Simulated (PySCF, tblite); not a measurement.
# BF₂GeH₃: infrared bands, NMR shifts, spin-spin couplings, electronic excitations and core binding energies in gas and solvents

Aim: compute the infrared bands, NMR shifts, spin-spin couplings, electronic excitations and core binding energies of BF₂GeH₃ (`F[B](F)[GeH3]`), and see what a dielectric continuum does where one was used.

Computed with tblite 0.8.0 and PySCF 2.14.0, with density-fitted response routines of our own, on a single molecule, in the gas phase or a continuum. Atoms are numbered from 0 throughout.

## (1) The molecule as given

7 atoms, charge 0, multiplicity 1; geometry from: force field or distance geometry start.

Bonds of the start (Å): F0–B1 1.45, B1–F2 1.47, B1–Ge3 2.02, Ge3–H4 1.57, Ge3–H5 1.55, Ge3–H6 1.55.

## (2) Optimising the geometry with GFN2-xTB

Job settings and geometry (Å):

```
{"job": {"kind": "relax", "xc": "GFN2-xTB", "basis": "xTB"}, "charge": 0, "multiplicity": 1}
F      1.735000     1.373100    -0.012400
B      1.138300     0.100800    -0.383000
F      1.937600    -1.096400    -0.091900
Ge    -0.842600    -0.044500    -0.017700
H     -0.913700    -0.636400     1.437700
H     -1.553100    -1.048300    -0.953000
H     -1.498200     1.356600    -0.006800
```

Command:

```
OMP_NUM_THREADS=1 python probes_run.py task.json out
```

This one command runs all jobs of the session in turn.

Output:

```text
step      E/eV     max force
  0    -386.38198    3.796
  1    -386.88098    2.496
  2    -387.03765    3.828
  3    -387.19064    1.113
  4    -387.24741    0.663
  5    -387.30392    0.731
  6    -387.31142    0.418
  7    -387.32986    0.351
  8    -387.34292    0.453
  9    -387.35425    0.383
 10    -387.36006    0.264
 11    -387.36559    0.227
 12    -387.36951    0.262
 13    -387.37372    0.280
 14    -387.37707    0.162
 15    -387.37907    0.133
 16    -387.38078    0.153
 17    -387.38343    0.222
 18    -387.38728    0.268
 19    -387.39098    0.197
 20    -387.39262    0.071
 21    -387.39288    0.020
 22    -387.39292    0.018
 23    -387.39295    0.018
 24    -387.39298    0.016
 25    -387.39300    0.012
 26    -387.39300    0.007
```

It took 0.19 s on 1 thread of Intel Xeon at 2.70GHz, shared host.

Relaxation path:

```csv
step,energy from step 0 (eV),largest force (eV/Å)
0,0.0000,3.7964
1,-0.4990,2.4964
2,-0.6557,3.8281
3,-0.8087,1.1134
4,-0.8654,0.6628
5,-0.9219,0.7306
6,-0.9294,0.4179
7,-0.9479,0.3507
8,-0.9609,0.4532
9,-0.9723,0.3834
10,-0.9781,0.2645
11,-0.9836,0.2268
12,-0.9875,0.2619
13,-0.9917,0.2804
14,-0.9951,0.1616
15,-0.9971,0.1327
16,-0.9988,0.1533
17,-1.0014,0.2221
18,-1.0053,0.2684
19,-1.0090,0.1975
20,-1.0106,0.0711
21,-1.0109,0.0203
22,-1.0109,0.0184
23,-1.0110,0.0180
24,-1.0110,0.0158
25,-1.0110,0.0124
26,-1.0110,0.0073
```

Close pairs (by a distance rule), those that changed most:

```csv
bond,before (Å),after (Å),change (Å)
B1–F2,1.469,1.314,-0.155
F0–B1,1.453,1.314,-0.140
Ge3–H4,1.573,1.490,-0.082
Ge3–H6,1.547,1.488,-0.059
Ge3–H5,1.545,1.489,-0.056
B1–Ge3,2.020,2.018,-0.002
```

The end geometry stands in the next job.

## (3) Vibrational analysis with GFN2-xTB

Job settings and geometry (Å):

```
{"job": {"kind": "ir", "xc": "GFN2-xTB", "basis": "xTB"}, "charge": 0, "multiplicity": 1}
F      1.827277     1.247755    -0.182350
B      1.190456     0.099379    -0.147407
F      1.980701    -0.942554    -0.273190
Ge    -0.807626    -0.055682     0.086102
H     -1.199647    -0.620775     1.408271
H     -1.454531    -0.962549    -0.902389
H     -1.533296     1.239329    -0.016115
```

Output:

```text
mode    cm-1     km/mol
  1      23.9      0.00
  2     168.1      4.26
  3     278.1     47.69
  4     291.8     22.61
  5     471.9     62.77
  6     525.5      1.50
  7     546.6     21.12
  8     813.9    351.85
  9     887.2    111.55
 10     894.1     72.87
 11    1194.3    238.52
 12    1261.3    328.28
 13    2057.7    148.14
 14    2115.6    408.57
 15    2130.9    433.67
```

Run time: 0.22 s. Hardware: 1 thread of Intel Xeon at 2.70GHz, shared host.

The strongest bands and the atoms that carry them (share of the mass-weighted mode):

```csv
cm⁻¹,km/mol,atoms
814,351.9,"H6 34 %, H5 32 %, H4 31 %"
887,111.5,"H6 49 %, H5 29 %, H4 20 %"
894,72.9,"H4 46 %, H5 37 %, H6 16 %"
1194,238.5,"B1 64 %, F2 18 %, F0 17 %"
1261,328.3,"B1 71 %, F0 14 %, F2 14 %"
2058,148.1,"H4 42 %, H5 32 %, H6 25 %"
2116,408.6,"H4 52 %, H5 43 %"
2131,433.7,"H6 70 %, H5 23 %"
```

## (4) Optimising the geometry at PBE0-D3(BJ)/def2-SVP

Job settings and geometry (Å):

```
{"job": {"xc": "PBE0", "basis": "def2-SVP", "d3": "d3bj", "grid": 1, "shake": 0.01, "kind": "geom"}, "charge": 0, "multiplicity": 1}
F      1.847690     1.222200    -0.178170
B      1.184780     0.094850    -0.149560
F      1.960500    -0.944870    -0.281840
Ge    -0.774400    -0.053420     0.082580
H     -1.202460    -0.627460     1.397720
H     -1.458440    -0.957730    -0.904770
H     -1.523720     1.237330    -0.015870
```

Output:

```text
step   0  E = -2302.51911181  max force = 0.025514
step   1  E = -2302.52582544  max force = 0.009610
step   2  E = -2302.52608101  max force = 0.004296
step   3  E = -2302.52621487  max force = 0.001063
step   4  E = -2302.52624726  max force = 0.000311
step   5  E = -2302.52624826  max force = 0.000152
optimisation converged
```

Run time: 27 s. Hardware: 1 thread of Intel Xeon at 2.70GHz, shared host; peak memory 0.36 GiB.

Step by step:

```csv
step,energy from step 0 (eV),largest force component (eV/Å)
0,0.0000,1.3120
1,-0.1827,0.4942
2,-0.1896,0.2209
3,-0.1933,0.0547
4,-0.1942,0.0160
5,-0.1942,0.0078
```

Distances of close pairs at the start and the end, largest changes first:

```csv
bond,before (Å),after (Å),change (Å)
B1–Ge3,1.978,2.075,+0.096
Ge3–H4,1.497,1.540,+0.043
Ge3–H6,1.496,1.537,+0.041
Ge3–H5,1.504,1.539,+0.036
B1–F2,1.304,1.318,+0.014
F0–B1,1.308,1.318,+0.010
```

The next job starts from the end point, and lists it.

```csv
at the end point,value
point group (found at 0.08 Å tolerance),C1
"rotational constants (GHz, main isotopes)","9.352, 2.344, 1.919"
dipole moment (D),0.65
```

## (5) Shielding tensors: PBE0/pcSseg-1

Job settings and geometry (Å):

```
{"job": {"kind": "nmr", "xc": "PBE0", "basis": "pcSseg-1"}, "charge": 0, "multiplicity": 1}
F      1.554546     1.040329    -0.179130
B      0.914075    -0.111355    -0.170808
F      1.646119    -1.194703    -0.335320
Ge    -1.138382    -0.260401     0.094528
H     -1.435576    -0.862374     1.480922
H     -1.733956    -1.206292    -0.963625
H     -1.823719     1.111367    -0.006695
```

With the program's defaults for keys left out, this is: GIAO PBE0/pcSseg-1 NMR shielding, non-relativistic, gas phase.

Output:

```text
coarse grid: 30616 points
cycle   1  E = -2302.6352697859  dE = -4.200e-01  |g| = 1.002e+00  |ddm| = 2.423e+00
cycle   2  E = -2302.5587025121  dE =  7.657e-02  |g| = 1.196e+00  |ddm| = 9.242e-01
cycle   3  E = -2302.7198826530  dE = -1.612e-01  |g| = 1.385e-01  |ddm| = 6.134e-01
cycle   4  E = -2302.7223682048  dE = -2.486e-03  |g| = 4.678e-02  |ddm| = 7.640e-02
cycle   5  E = -2302.7225676190  dE = -1.994e-04  |g| = 4.028e-03  |ddm| = 2.441e-02
cycle   6  E = -2302.7225703192  dE = -2.700e-06  |g| = 6.659e-04  |ddm| = 4.872e-03
final grid: 63576 points
cycle   7  E = -2302.7225152659  dE = -4.695e-08  |g| = 7.490e-04  |ddm| = 1.459e-03
cycle   8  E = -2302.7225152566  dE =  9.308e-09  |g| = 9.549e-04  |ddm| = 1.205e-03
cycle   9  E = -2302.7225153479  dE = -9.130e-08  |g| = 5.569e-05  |ddm| = 5.315e-04
cycle  10  E = -2302.7225153488  dE = -8.749e-10  |g| = 1.027e-05  |ddm| = 7.256e-05
converged SCF energy = -2302.7225153488

GIAO shielding tensors (ppm)
atom      isotropic    diamagn.    paramagn.     s11        s22        s33       span
  0 F      186.260     468.898    -282.638    -34.834    264.574    329.041    363.875
  1 B       68.541     192.853    -124.311     40.472     80.420     84.731     44.259
  2 F      186.543     468.525    -281.982    -35.998    262.756    332.870    368.868
  3 Ge    1695.930    2758.765   -1062.835   1655.231   1684.309   1748.249     93.019
  4 H       27.729      28.513      -0.784     22.017     22.474     38.696     16.679
  5 H       27.773      28.514      -0.741     21.831     22.640     38.847     17.016
  6 H       27.860      28.789      -0.930     21.721     22.685     39.173     17.452
```

It took 10 s on 1 thread of Intel Xeon at 2.70GHz, shared host; peak memory 0.49 GiB.

Shifts follow as δ = σ(reference) − σ, with reference shieldings (ppm) from runs at the same level and on the same kind of geometry: ¹H TMS 31.27, ¹⁹F CFCl3 177.2, ¹¹B BF3·OEt2 100.7, ⁷³Ge GeMe4 1330. The references are single molecules in the gas phase, so shifts against H2O, NH3, PH3, H3PO4 or CFCl3 are not on the usual liquid scales and can be off by tens of ppm. Atoms listed in one row are averaged.

```csv
atoms,environment,σ (ppm),δ (ppm)
"H4, H5, H6",hydrogen on a germanium bonded to B,27.79,3.48
"F0, F2",fluorine bonded to B,186.4,-9.2
B1,"boron bonded to 2 F, Ge",68.5,32.2
Ge3,"germanium bonded to B, 3 H",1696,-366
```

The run also stored atomic charges by several schemes (e):

```csv
atoms,Mulliken,IAO,Hirshfeld,ESP fit
"F0, F2",-0.27,-0.30,-0.14,-0.27
B1,0.66,0.53,0.24,0.62
Ge3,-0.16,0.26,0.22,-0.07
```

Mayer bond orders: F0–B1 1.12, B1–F2 1.12, B1–Ge3 0.91.

## (6) Spin-spin couplings: B3LYP/pcSseg-1+pcJ-1

Settings changed since step 5:

```diff
@@ -1,2 +1,2 @@
-{"job": {"kind": "nmr", "xc": "PBE0", "basis": "pcSseg-1"}, "charge": 0, "multiplicity": 1}
+{"job": {"kind": "j", "xc": "B3LYP", "basis": "pcJ-1"}, "charge": 0, "multiplicity": 1}
 F      1.554546     1.040329    -0.179130
```

Level: B3LYP/pcJ-1 Ge:pcSseg-1 indirect spin-spin coupling, non-relativistic, gas phase.

Output:

```text
coarse grid: 30616 points
cycle   1  E = -2303.1937260374  dE = -4.214e-01  |g| = 1.083e+00  |ddm| = 2.344e+00
cycle   2  E = -2303.0741494885  dE =  1.196e-01  |g| = 1.391e+00  |ddm| = 1.028e+00
cycle   3  E = -2303.2896220063  dE = -2.155e-01  |g| = 1.781e-01  |ddm| = 7.097e-01
cycle   4  E = -2303.2935474808  dE = -3.925e-03  |g| = 5.653e-02  |ddm| = 9.391e-02
cycle   5  E = -2303.2938307925  dE = -2.833e-04  |g| = 5.317e-03  |ddm| = 3.071e-02
cycle   6  E = -2303.2938361337  dE = -5.341e-06  |g| = 8.002e-04  |ddm| = 7.144e-03
final grid: 63576 points
cycle   7  E = -2303.2937824143  dE = -5.499e-08  |g| = 9.923e-04  |ddm| = 1.929e-03
cycle   8  E = -2303.2937823747  dE =  3.951e-08  |g| = 1.356e-03  |ddm| = 1.754e-03
cycle   9  E = -2303.2937825648  dE = -1.900e-07  |g| = 8.475e-05  |ddm| = 7.830e-04
cycle  10  E = -2303.2937825668  dE = -2.027e-09  |g| = 2.754e-05  |ddm| = 1.143e-04
cycle  11  E = -2303.2937825669  dE = -1.010e-10  |g| = 2.664e-06  |ddm| = 1.360e-05
converged SCF energy = -2303.2937825669

Indirect spin-spin couplings (Hz)
  i      j    bonds     total        FC       PSO       DSO        SD
  0 F    1 B    1   -212.232  -151.479   -60.919     1.140    -0.975
  0 F    2 F    2   -288.894    22.642  -310.929    -0.800     0.193
  0 F    4 H    3     13.413    14.044     0.859    -1.721     0.231
  0 F    5 H    3     22.099    23.072     0.983    -2.173     0.217
  0 F    6 H    3     -6.515    -6.021    -0.278    -0.184    -0.033
  1 B    2 F    1   -212.293  -151.435   -60.999     1.149    -1.008
  1 B    4 H    2      9.175     9.615    -0.071    -0.430     0.060
  1 B    5 H    2      9.507     9.992    -0.079    -0.454     0.048
  1 B    6 H    2     10.757    11.322    -0.070    -0.529     0.034
  2 F    4 H    3      0.509     0.911     0.365    -0.869     0.102
  2 F    5 H    3     -4.014    -3.592    -0.007    -0.425     0.010
  2 F    6 H    3     33.220    34.671     1.050    -2.664     0.163
  4 H    5 H    2     -2.001     0.916     1.103    -4.067     0.047
  4 H    6 H    2      3.224     6.301     1.154    -4.276     0.046
  5 H    6 H    2      6.521     9.673     1.174    -4.372     0.046
```

It took 25 s on 1 thread of Intel Xeon at 2.70GHz, shared host; peak memory 0.75 GiB.

Couplings of 1 Hz or more, nine at most for each number of bonds, with means over like pairs (isotopes 11B, 19F, 1H):

```csv
pair,bonds,J (Hz),Fermi contact (Hz)
F0–B1,1,-212.3,-151.5
F0–F2,2,-288.9,22.6
B1–H4,2,9.8,10.3
H4–H5,2,2.6,5.6
F0–H4,3,9.8,10.5
```

The response was solved for the nuclei of B, F, H alone, so couplings that need other nuclei can be missing.

Quadrupole couplings from the field gradients of the same density:

```csv
atom,isotope,eQq/h (MHz),η
Ge3,73Ge,8.574,0.38
B1,11B,3.195,0.53
```

Shifts (PBE0/pcSseg-1, unscaled) and these couplings together give the proton spectrum at 400 MHz below. Couplings to quadrupolar nuclei are left out.

¹H NMR δ 3.48 (t, J = 9.8 Hz, 3H).

## (7) Ultraviolet spectrum: PBE0/def2-SVPD

Settings changed since step 6:

```diff
@@ -1,2 +1,2 @@
-{"job": {"kind": "j", "xc": "B3LYP", "basis": "pcJ-1"}, "charge": 0, "multiplicity": 1}
+{"job": {"kind": "uv", "xc": "PBE0", "basis": "def2-SVPD", "ip": true, "dynamic": true}, "charge": 0, "multiplicity": 1}
 F      1.554546     1.040329    -0.179130
```

Level: TDDFT PBE0/def2-SVPD, vertical, gas phase, core orbitals frozen in the response.

Output:

```text
coarse grid: 30616 points
cycle   1  E = -2302.4770197590  dE = -3.675e-01  |g| = 6.285e-01  |ddm| = 3.083e+00
cycle   2  E = -2302.4145376669  dE =  6.248e-02  |g| = 8.975e-01  |ddm| = 1.071e+00
cycle   3  E = -2302.5360515912  dE = -1.215e-01  |g| = 6.108e-02  |ddm| = 6.484e-01
cycle   4  E = -2302.5364673826  dE = -4.158e-04  |g| = 1.606e-02  |ddm| = 5.567e-02
cycle   5  E = -2302.5364950481  dE = -2.767e-05  |g| = 2.480e-03  |ddm| = 1.383e-02
cycle   6  E = -2302.5364962803  dE = -1.232e-06  |g| = 3.346e-04  |ddm| = 4.526e-03
final grid: 63576 points
cycle   7  E = -2302.5364317965  dE = -2.035e-08  |g| = 3.035e-04  |ddm| = 2.210e-03
cycle   8  E = -2302.5364317994  dE = -2.964e-09  |g| = 3.156e-04  |ddm| = 8.629e-04
cycle   9  E = -2302.5364318173  dE = -1.789e-08  |g| = 3.423e-05  |ddm| = 3.686e-04
cycle  10  E = -2302.5364318175  dE = -2.137e-10  |g| = 6.680e-06  |ddm| = 4.090e-05
converged SCF energy = -2302.5364318175

Static polarisability (au): isotropic 47.354, principal 43.133 46.309 52.620

Singlet excitations
state   eV       nm        f      main configurations
  1   6.6054    187.7   0.03593   H->L 0.96
  2   7.4028    167.5   0.00896   H-1->L 0.96
  3   7.6937    161.2   0.04040   H-2->L 0.89
  4   7.9749    155.5   0.14507   H->L+1 0.95
  5   8.5712    144.7   0.00019   H->L+2 0.86, H-1->L+1 0.08
  6   8.7538    141.6   0.13956   H-1->L+1 0.86
  7   8.7905    141.0   0.18565   H-2->L+1 0.92
  8   9.2371    134.2   0.00679   H->L+5 0.82, H->L+4 0.14
  9   9.2789    133.6   0.02834   H-2->L+2 0.68
 10   9.3366    132.8   0.08786   H->L+3 0.63, H-1->L+2 0.19

Triplet excitations (Tamm-Dancoff, eV): 5.2730 6.8390 7.0846 7.6290
Vertical ionisation energy (delta-SCF) = 11.4058 eV
```

Run time: 84 s. Hardware: 1 thread of Intel Xeon at 2.70GHz, shared host; peak memory 0.57 GiB.

Frontier orbitals and where they lie:

```csv
orbital,eV,atoms
HOMO−3,-12.48,"F0 47 %, F2 47 %, B1 4 %"
HOMO−2,-9.85,"Ge3 43 %, H4 30 %, H5 15 %"
HOMO−1,-9.82,"Ge3 43 %, H6 29 %, H5 19 %"
HOMO,-9.08,"Ge3 35 %, B1 26 %, F0 11 %"
LUMO,-1.11,"B1 39 %, Ge3 23 %, F0 14 %"
LUMO+1,0.04,"Ge3 38 %, B1 31 %, H5 9 %"
LUMO+2,0.86,"Ge3 49 %, H6 14 %, B1 10 %"
```

With each of the 10 states as a Gaussian band of 0.4 eV half-width at 1/e, the curve within the window shown has maxima at 188 nm (ε 1,500), 156 nm (ε 7,200), 141 nm (ε 14,000) L/(mol cm). Beyond the last state computed it falls off for lack of states. The curve at chosen wavelengths:

nm, ε (L/mol/cm) and a bar:
```
      129       2773 ######
      132       5668 ############
      135       8692 ##################
      138      12135 ##########################
      141      14125 ##############################
      144      12225 ##########################
      147       8424 ##################
      151       6267 #############
      154       6854 ##############
      157       7150 ###############
      160       6233 #############
      163       4559 #########
      166       2908 ######
      169       1704 ###
      172       1010 ##
      175        749 #
      178        806 #
      181       1044 ##
      184       1307 ##
      188       1463 ###
      191       1365 ###
      194       1125 ##
      197        826 #
      200        547 #
      203        329 
      206        182
```

Further results of this job:

```csv
property,computed
dipole moment (D),0.89
polarisability (Å³),7.02
HOMO–LUMO gap (eV),7.97
−ε(HOMO) (eV),9.08
C6 with itself (au),838
```

## (8) NMR shieldings: KT3/pcSseg-2

Settings changed since step 7:

```diff
@@ -1,2 +1,2 @@
-{"job": {"kind": "uv", "xc": "PBE0", "basis": "def2-SVPD", "ip": true, "dynamic": true}, "charge": 0, "multiplicity": 1}
+{"job": {"kind": "nmr", "xc": "KT3", "basis": "pcSseg-2", "pop": false}, "charge": 0, "multiplicity": 1}
 F      1.554546     1.040329    -0.179130
```

Method: GIAO KT3/pcSseg-2 NMR shielding, non-relativistic, gas phase.

Output:

```text
coarse grid: 30616 points
cycle   1  E = -2314.2803565130  dE = -3.764e-01  |g| = 9.823e-01  |ddm| = 1.768e+00
cycle   2  E = -2313.9318604236  dE =  3.485e-01  |g| = 1.758e+00  |ddm| = 9.429e-01
cycle   3  E = -2314.3850024404  dE = -4.531e-01  |g| = 1.665e-01  |ddm| = 7.234e-01
cycle   4  E = -2314.3894455893  dE = -4.443e-03  |g| = 7.017e-02  |ddm| = 9.318e-02
cycle   5  E = -2314.3897763126  dE = -3.307e-04  |g| = 1.159e-02  |ddm| = 2.108e-02
cycle   6  E = -2314.3897932145  dE = -1.690e-05  |g| = 2.618e-03  |ddm| = 9.243e-03
cycle   7  E = -2314.3897946200  dE = -1.406e-06  |g| = 6.609e-04  |ddm| = 2.641e-03
final grid: 63576 points
cycle   8  E = -2314.3897510776  dE =  1.847e-08  |g| = 1.009e-03  |ddm| = 1.680e-03
cycle   9  E = -2314.3897507154  dE =  3.621e-07  |g| = 1.793e-03  |ddm| = 1.637e-03
cycle  10  E = -2314.3897513051  dE = -5.896e-07  |g| = 2.377e-04  |ddm| = 8.653e-04
cycle  11  E = -2314.3897513187  dE = -1.367e-08  |g| = 2.921e-05  |ddm| = 1.658e-04
cycle  12  E = -2314.3897513189  dE = -1.082e-10  |g| = 1.085e-05  |ddm| = 1.558e-05
converged SCF energy = -2314.3897513189

GIAO shielding tensors (ppm)
atom      isotropic    diamagn.    paramagn.     s11        s22        s33       span
  0 F      190.511     469.391    -278.880    -21.218    272.747    320.003    341.222
  1 B       69.086     192.649    -123.563     45.477     76.178     85.604     40.127
  2 F      190.408     468.865    -278.457    -23.524    270.600    324.149    347.673
  3 Ge    1700.229    2760.910   -1060.681   1661.864   1686.647   1752.175     90.311
  4 H       27.904      28.627      -0.723     22.356     22.822     38.533     16.178
  5 H       27.965      28.657      -0.692     22.194     22.980     38.722     16.528
  6 H       28.073      28.986      -0.913     22.115     23.018     39.086     16.971
```

Run time: 28 s. Hardware: 1 thread of Intel Xeon at 2.70GHz, shared host; peak memory 0.75 GiB.

Key values: δ F0 -43.5, B1 29.6, Ge3 -365, H4 3.37 ppm (means over like atoms).

## (9) Core-electron binding energies: SCAN, X2C

Settings changed since step 8:

```diff
@@ -1,2 +1,2 @@
-{"job": {"kind": "nmr", "xc": "KT3", "basis": "pcSseg-2", "pop": false}, "charge": 0, "multiplicity": 1}
+{"job": {"kind": "xps"}, "charge": 0, "multiplicity": 1}
 F      1.554546     1.040329    -0.179130
```

Level: delta-SCF UKS SCAN, pcX-2 on the ionised atom, pcseg-1 elsewhere, spin-free X2C.

Output:

```text
ground state, core basis on atom 0 (F), 115 functions
  cycle   1  E = -2320.48149522  |g| = 6.59e-01
  cycle   2  E = -2320.32028584  |g| = 1.24e+00
  cycle   3  E = -2320.54443663  |g| = 5.18e-02
  cycle   4  E = -2320.54456143  |g| = 4.91e-02
  cycle   5  E = -2320.54492152  |g| = 6.16e-03
  cycle   6  E = -2320.54492428  |g| = 1.74e-03
  cycle   7  E = -2320.54492420  |g| = 5.57e-04
  cycle   8  E = -2320.54492369  |g| = 4.11e-05
  E(ground) = -2320.66914635 Eh
hole in F 1s of atom 0
  cycle   1  E = -2294.15939090  |g| = 2.58e+00
  cycle   2  E = -2294.03253192  |g| = 2.14e+00
  cycle   3  E = -2294.96223906  |g| = 4.57e-01
  cycle   4  E = -2294.96577679  |g| = 4.68e-01
  cycle   5  E = -2295.04078702  |g| = 5.50e-02
  cycle   6  E = -2295.04200390  |g| = 2.46e-02
  cycle   7  E = -2295.04245030  |g| = 3.94e-03
  cycle   8  E = -2295.04245812  |g| = 1.77e-03
  cycle   9  E = -2295.04246161  |g| = 7.23e-04
  cycle  10  E = -2295.04246112  |g| = 3.48e-04
  E(ion) = -2295.17434149 Eh   <S^2> = 0.7569   hole on atom = 1.000   binding energy = 693.749 eV
ground state, core basis on atom 1 (B), 115 functions
  cycle   1  E = -2320.50055952  |g| = 1.21e-01
  cycle   2  E = -2320.49630418  |g| = 1.99e-01
  cycle   3  E = -2320.50254627  |g| = 1.23e-02
  cycle   4  E = -2320.50254502  |g| = 1.16e-02
  cycle   5  E = -2320.50257049  |g| = 1.49e-03
  cycle   6  E = -2320.50257361  |g| = 2.29e-04
  E(ground) = -2320.62571693 Eh
hole in B 1s of atom 1
  cycle   1  E = -2312.77368573  |g| = 1.16e+00
  cycle   2  E = -2310.82358735  |g| = 1.94e+00
  cycle   3  E = -2313.02009361  |g| = 4.22e-01
  cycle   4  E = -2313.14814211  |g| = 1.48e-01
  cycle   5  E = -2313.15474502  |g| = 1.21e-01
  cycle   6  E = -2313.15986488  |g| = 2.80e-02
  cycle   7  E = -2313.15996554  |g| = 2.32e-02
  cycle   8  E = -2313.16014983  |g| = 4.85e-03
  cycle   9  E = -2313.16016181  |g| = 1.14e-03
  cycle  10  E = -2313.16016231  |g| = 5.39e-04
  cycle  11  E = -2313.16016402  |g| = 2.00e-04
  E(ion) = -2313.28593822 Eh   <S^2> = 0.7761   hole on atom = 1.000   binding energy = 199.726 eV
```

Run time: 8.8 s. Hardware: 1 thread of Intel Xeon at 2.70GHz, shared host; peak memory 0.5 GiB.

Binding energies by hole, beside the orbital energy of the ground state; the difference holds orbital relaxation and, for a density functional, its self-interaction error:

```csv
hole,stands for,environment,ΔSCF (eV),−ε (eV),⟨S²⟩
F1s on F0,"F0, F2",fluorine bonded to B,693.75,667.6,0.757
B1s on B1,B1,"boron bonded to 2 F, Ge",199.73,183.4,0.776
```

Each hole run stands for the others of its class of like atoms.

[end of part 1 of 2]
